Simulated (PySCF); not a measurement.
# InSiH4Cl (SMILES [SiH3][InH][Cl]): levels of theory compared

Aim: a comparison of 3 runs (HF/def2-SVP, CAM-B3LYP/STO-3G, PBE0/def2-SVP) of InSiH4Cl. Input form: a Python script.

Program for the calculation: PySCF 2.14.0.

### 1 The structure to begin with

The species is InSiH4Cl (7 atoms), meant as a singlet with charge 0. SMILES: `[SiH3][InH][Cl]`. Geometry: a GFN2-xTB relaxation, a rough one for these elements and not checked as a minimum.

Bond lengths: Si1–In2 2.600 Å, In2–Cl3 2.324 Å, Si1–H4 1.472 Å, Si1–H5 1.469 Å, Si1–H6 1.472 Å, In2–H7 1.786 Å. Angles: Si1–In2–Cl3 119.3°, Si1–In2–H7 132.5°, Cl3–In2–H7 108.2°, In2–Si1–H4 106.8°, In2–Si1–H5 112.1°, In2–Si1–H6 109.9°, H4–Si1–H5 109.5°, H4–Si1–H6 109.4°, H5–Si1–H6 109.1°.

### 2 Energy and gradient at HF/def2-SVP (core potential) (run 1)

start.xyz

```xyz
7
ClH4InSi
Si    -0.996020     0.610500    -0.423470
In     1.220080    -0.511730     0.343870
Cl     1.129860    -2.357110     1.754100
H     -2.006020    -0.456920    -0.512570
H     -0.859460     1.265780    -1.731070
H     -1.424440     1.607340     0.571960
H      2.936010    -0.157860    -0.002820
```

job.py

```python
# [SiH3][InH][Cl]
import pyscf.grad
from pyscf import gto

mol = gto.M(
    atom='start.xyz',
    charge=0,
    basis='def2-svp',
    ecp={'In': 'def2-svp'},
    spin=0,
    verbose=3,
    max_memory=1860,
)

myscf = mol.RHF()
myscf.conv_tol = 1e-10
myscf.kernel()
if not myscf.converged:
    myscf = myscf.newton().run(myscf.mo_coeff, myscf.mo_occ)

e_final = myscf.e_tot
print('Final energy', e_final)
grad = myscf.Gradients().kernel()
myscf.analyze()
```

Run with:

```bash
OMP_NUM_THREADS=1 python job.py
```

What it wrote:

```text
converged SCF energy = -939.773106739046
[... 16 lines left out ...]
MO #5   energy= -7.98624094751174  occ= 2
[... 6 lines left out ...]
MO #12  energy= -3.67366839075349  occ= 2
[... 6 lines left out ...]
MO #19  energy= -1.04980514920568  occ= 2
[... 6 lines left out ...]
MO #26  energy= -0.435404445695234 occ= 2
[... 6 lines left out ...]
MO #33  energy= 0.172023261373469  occ= 0
[... 6 lines left out ...]
MO #40  energy= 0.401057857172233  occ= 0
[... 6 lines left out ...]
MO #47  energy= 0.577679347604856  occ= 0
[... 6 lines left out ...]
MO #54  energy= 0.873723725348258  occ= 0
[... 6 lines left out ...]
MO #61  energy= 1.16277137613438   occ= 0
[... 6 lines left out ...]
MO #68  energy= 1.74508702314786   occ= 0
[... 6 lines left out ...]
MO #75  energy= 2.1220629574386    occ= 0
[... 6 lines left out ...]
MO #82  energy= 61.6481369024917   occ= 0
[... 8 lines left out ...]
Dipole moment(X, Y, Z, Debye): -0.68927,  2.34801, -1.74255
```

Run time: 14 s. Hardware: 1 thread of Intel Xeon at 2.70GHz, shared host; peak memory 0.16 GiB.

### 3 Energy and forces at CAM-B3LYP/STO-3G (run 2)

job.py

```python
import pyscf.grad
from pyscf import gto, dft

mol = gto.M(
    atom=[
    ('Si', (-0.996020, 0.610500, -0.423470)),
    ('In', (1.220080, -0.511730, 0.343870)),
    ('Cl', (1.129860, -2.357110, 1.754100)),
    ('H', (-2.006020, -0.456920, -0.512570)),
    ('H', (-0.859460, 1.265780, -1.731070)),
    ('H', (-1.424440, 1.607340, 0.571960)),
    ('H', (2.936010, -0.157860, -0.002820)),
],
    spin=0,
    charge=0,
    verbose=4,
    max_memory=1860,
    basis='sto-3g',
)

myscf = dft.RKS(mol, xc='cam-b3lyp')
myscf.grids.level = 5
myscf.conv_tol = 1e-10
myscf.kernel()
if not myscf.converged:
    myscf = myscf.newton().run(myscf.mo_coeff, myscf.mo_occ)

etot = myscf.e_tot
print('Final energy', etot)
grad = myscf.Gradients().kernel()
dip = myscf.dip_moment()
pop, q = myscf.mulliken_pop()
```

Run with:

```bash
OMP_NUM_THREADS=1 python job.py
```

What it wrote:

```text
PySCF version 2.14.0

[... 73 lines left out ...]
converged SCF energy = -6428.79952546295
Final energy -6428.799525462951
[... 14 lines left out ...]
Dipole moment(X, Y, Z, Debye): -0.34539,  2.56097, -1.91562
[... 18 lines left out ...]
pop of  1 In 3px          1.99791
pop of  1 In 3py          1.99749
pop of  1 In 3pz          1.99740
pop of  1 In 4px          1.99146
pop of  1 In 4py          1.98576
pop of  1 In 4pz          1.98408
pop of  1 In 5px          0.79911
pop of  1 In 5py          0.36899
pop of  1 In 5pz          0.26786
pop of  1 In 3dxy         1.99957
pop of  1 In 3dyz         1.99862
pop of  1 In 3dz^2        1.99935
pop of  1 In 3dxz         1.99973
pop of  1 In 3dx2-y2      1.99838
pop of  1 In 4dxy         1.98714
pop of  1 In 4dyz         1.95747
pop of  1 In 4dz^2        1.98004
pop of  1 In 4dxz         1.99198
pop of  1 In 4dx2-y2      1.95103
pop of  2 Cl 1s           1.99997
pop of  2 Cl 2s           1.99883
pop of  2 Cl 3s           1.99189
pop of  2 Cl 2px          1.99939
pop of  2 Cl 2py          1.99376
pop of  2 Cl 2pz          1.99567
pop of  2 Cl 3px          1.97375
pop of  2 Cl 3py          1.69285
pop of  2 Cl 3pz          1.78058
pop of  3 H 1s            1.12134
pop of  4 H 1s            1.12118
pop of  5 H 1s            1.12094
pop of  6 H 1s            1.13815
 ** Mulliken atomic charges  **
charge of    0Si =      0.36950
charge of    1In =      0.55881
charge of    2Cl =     -0.42669
charge of    3H =     -0.12134
charge of    4H =     -0.12118
charge of    5H =     -0.12094
charge of    6H =     -0.13815
```

It took 33 s on 1 thread of Intel Xeon at 2.70GHz, shared host; peak memory 0.51 GiB.

### 4 Energy and gradient at PBE0/def2-SVP (core potential) (run 3)

run.py

```python
import pyscf.grad
from pyscf import gto, dft

system = gto.M(
    atom='''
Si    -0.996020     0.610500    -0.423470
In     1.220080    -0.511730     0.343870
Cl     1.129860    -2.357110     1.754100
H     -2.006020    -0.456920    -0.512570
H     -0.859460     1.265780    -1.731070
H     -1.424440     1.607340     0.571960
H      2.936010    -0.157860    -0.002820
''',
    ecp={'In': 'def2-svp'},
    verbose=3,
    basis='def2-svp',
    max_memory=1860,
    charge=0,
    spin=0,
)

myscf = dft.RKS(system)
myscf.xc = 'pbe0'
myscf.conv_tol = 1e-10
myscf.grids.level = 5
myscf.kernel()
if not myscf.converged:
    myscf = myscf.newton().run(myscf.mo_coeff, myscf.mo_occ)

e_final = myscf.e_tot
print('E(%s) = %.9f' % ('PBE0', e_final))
grad = myscf.Gradients().kernel()
myscf.analyze()
```

Run with:

```bash
OMP_NUM_THREADS=1 python run.py
```

What it wrote:

```text
converged SCF energy = -941.746576238626
[... 16 lines left out ...]
MO #5   energy= -7.2305961057857   occ= 2
[... 6 lines left out ...]
MO #12  energy= -3.14034598186641  occ= 2
[... 6 lines left out ...]
MO #19  energy= -0.800328193666078 occ= 2
[... 6 lines left out ...]
MO #26  energy= -0.321000966911217 occ= 2
[... 6 lines left out ...]
MO #33  energy= 0.0588709540504895 occ= 0
[... 6 lines left out ...]
MO #40  energy= 0.264261360249348  occ= 0
[... 6 lines left out ...]
MO #47  energy= 0.423820906598929  occ= 0
[... 6 lines left out ...]
MO #54  energy= 0.677829930210531  occ= 0
[... 6 lines left out ...]
MO #61  energy= 0.917188031582888  occ= 0
[... 6 lines left out ...]
MO #68  energy= 1.48773280547826   occ= 0
[... 6 lines left out ...]
MO #75  energy= 1.85751611434509   occ= 0
[... 6 lines left out ...]
MO #82  energy= 61.1332998289854   occ= 0
[... 8 lines left out ...]
Dipole moment(X, Y, Z, Debye): -0.65480,  2.11844, -1.56536
```

Wall time 27 s (1 thread of Intel Xeon at 2.70GHz, shared host); peak memory 0.8 GiB.

### 5 Overview of the runs

```
run                           level  core potential  integration grid   energy (Eh)  dipole moment (D)  HOMO energy (eV)  LUMO energy (eV)  wall time
  1    HF/def2-SVP (core potential)        def2-svp                 –   -939.773107               3.00            -10.08              0.54       14 s
  2                CAM-B3LYP/STO-3G               –                 5  -6428.799525               3.22             -6.25              2.32       33 s
  3  PBE0/def2-SVP (core potential)        def2-svp                 5   -941.746576               2.71             -7.57             -2.04       27 s
```

### 6 What came out

| quantity | value |
| --- | --- |
| run 3: total energy | -941.74658 Eh |
| run 3: dipole moment | 2.71 D |
| run 3: HOMO energy | -7.57 eV |
| run 3: LUMO energy | -2.04 eV |
| run 3: HOMO–LUMO gap | 5.53 eV |
| run 3: largest force on an atom | 1.158 eV/Å |

The dipole moment (its size) runs from 2.71 D (PBE0/def2-SVP) to 3.22 D (CAM-B3LYP/STO-3G). The two ends differ in method and basis and core potential. The HOMO–LUMO gap runs from 5.53 eV (PBE0/def2-SVP) to 10.62 eV (HF/def2-SVP). Exact exchange widens orbital gaps. Totals of different functionals can't be ranked against each other. Some runs of one species differ in core potentials or relativity; totals across that change don't compare. In run 2 the basis is minimal, so the values are rough. In run 2 relativity is left out where basis or elements ask for it. All runs together took 74 s, the longest 33 s.
